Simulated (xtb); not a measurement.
# CH4N2OSi (SMILES N[SiH]1N=CO1): GFN1-xTB

Wanted: a structure relaxation of CH4N2OSi. 

Program for the calculation: xtb 6.7.1.

8 further runs of the same task are left out: 8 set aside as unsound or not needed.

### 1 The structure to begin with

CH4N2OSi has 9 atoms, charge 0, and is taken as a singlet. As SMILES, `N[SiH]1N=CO1`. The shape is that of a GFN2-xTB optimisation. This is one conformer, not always the lowest. The run starts from this shape.

Bond lengths: N1–Si2 1.709 Å, Si2–N3 1.787 Å, N3–C4 1.277 Å, Si2–O5 1.749 Å, C4–O5 1.333 Å, N1–H6 1.005 Å, N1–H7 1.008 Å, Si2–H8 1.441 Å, C4–H9 1.078 Å. Some angles: N1–Si2–N3 123.6°, N1–Si2–O5 108.8°, N3–Si2–O5 75.9°, Si2–N3–C4 85.6°, N3–C4–O5 112.9°, Si2–O5–C4 85.5°, N1–Si2–H8 112.5°, N3–Si2–H8 118.1°, O5–Si2–H8 109.9°, Si2–N1–H6 118.4°.

### 2 A structure relaxation at GFN1-xTB

detailed.inp

```
$chrg 0
$spin 0
$end
```

input.xyz

```xyz
9

N      0.25783     0.71091     1.54078
Si    -0.18208    -0.46083     0.37770
N      0.80020    -0.83937    -1.06584
C     -0.07895    -0.18001    -1.71615
O     -1.02698     0.33326    -0.93179
H      0.64989     0.39609     2.41059
H      0.70156     1.56318     1.23523
H     -1.00558    -1.50616     0.93094
H     -0.11587    -0.01708    -2.78145
```

Launch:

```
$ xtb input.xyz -o vtight --gfn 1 --input detailed.inp | tee input.out
```

Q: Predict the results. Wanted: total energy at the end; dipole moment; HOMO energy; LUMO energy; HOMO–LUMO gap; dispersion energy.

**Answer.** As computed:

Level: GFN1-xTB.

| quantity | value |
| --- | --- |
| total energy at the end | -17.28226 Eh |
| dipole moment | 2.33 D |
| HOMO energy | -10.56 eV |
| LUMO energy | -6.66 eV |
| HOMO–LUMO gap | 3.90 eV |
| dispersion energy | -7.14 kJ/mol |

At the final geometry: Bond lengths: N1–Si2 1.705 Å, Si2–N3 1.824 Å, N3–C4 1.274 Å, Si2–O5 1.698 Å, C4–O5 1.402 Å, N1–H6 1.006 Å, N1–H7 1.008 Å, Si2–H8 1.433 Å, C4–H9 1.085 Å. Some angles: N1–Si2–N3 124.8°, N1–Si2–O5 111.9°, N3–Si2–O5 79.3°, Si2–N3–C4 82.4°, N3–C4–O5 114.3°, Si2–O5–C4 83.8°, N1–Si2–H8 109.2°, N3–Si2–H8 114.0°, O5–Si2–H8 114.6°, Si2–N1–H6 126.0°. The optimisation took 15 steps and changed the energy by -0.166 eV. Mulliken charges run from -0.46 on N1 to +0.52 on Si2.
